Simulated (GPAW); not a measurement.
Crystal: CS2.

```
S C
1.0
     3.64579   -2.99431    0.00000
     3.64579    2.99431    0.00000
     0.00000    0.00000    9.85126
S C
4 2
Direct
  0.18152 0.81848 0.88687
  0.31848 0.68152 0.38687
  0.68152 0.31848 0.61313
  0.81848 0.18152 0.11313
  0.50000 0.50000 0.50000
  0.00000 0.00000 0.00000
```

The cell comes from a database or a generator and needn't be the stable form of this composition.

| Item | Value |
| --- | --- |
| Program | GPAW 26.7.0 |
| Task | single point |
| Functional | PBE |
| Potentials or basis | GPAW PAW data sets (gpaw-data 1.2.1) |
| Cutoff | 800 eV |
| Basis | pw |
| k mesh | 6 × 6 × 3 |
| Occupations | fermi-dirac, width 0.05 eV |
| Spin | no spin polarisation |

On this cell: pressure 0.5 GPa; largest force 0.310 eV/Å; band gap on the k mesh 3.42 eV, direct.

The same run follows on a disturbed copy (atoms moved at random, drawn with an rms of 0.05 Å):

```
S C
1.0
     3.64579   -2.99431    0.00000
     3.64579    2.99431    0.00000
     0.00000    0.00000    9.85126
S C
4 2
Direct
  0.17345 0.81816 0.88766
  0.31863 0.68338 0.38635
  0.67563 0.31544 0.61508
  0.82849 0.16352 0.11192
  0.49491 0.49930 0.50413
  0.00994 0.98905 0.00088
```

Problem. What changes?

Solution. The energy moves by +28.6 meV/atom; pressure 2.1 GPa; largest force 3.787 eV/Å; band gap on the k mesh 3.44 eV, direct.

Forces on the atoms (eV/Å):
```
S    0.020 -2.609 -2.745
S   -0.042 -0.566  0.719
S   -0.027 -0.524  0.632
S    0.052  1.411  1.594
C    0.069  1.085 -1.353
C   -0.072  1.202  1.152
```

Stress tensor (GPa, compression positive):
```
-0.04  0.02  0.04
 0.02  3.01  3.37
 0.04  3.37  3.46
```

Caveats: an odd mesh through Γ misses points on the zone boundary, where band edges often lie.
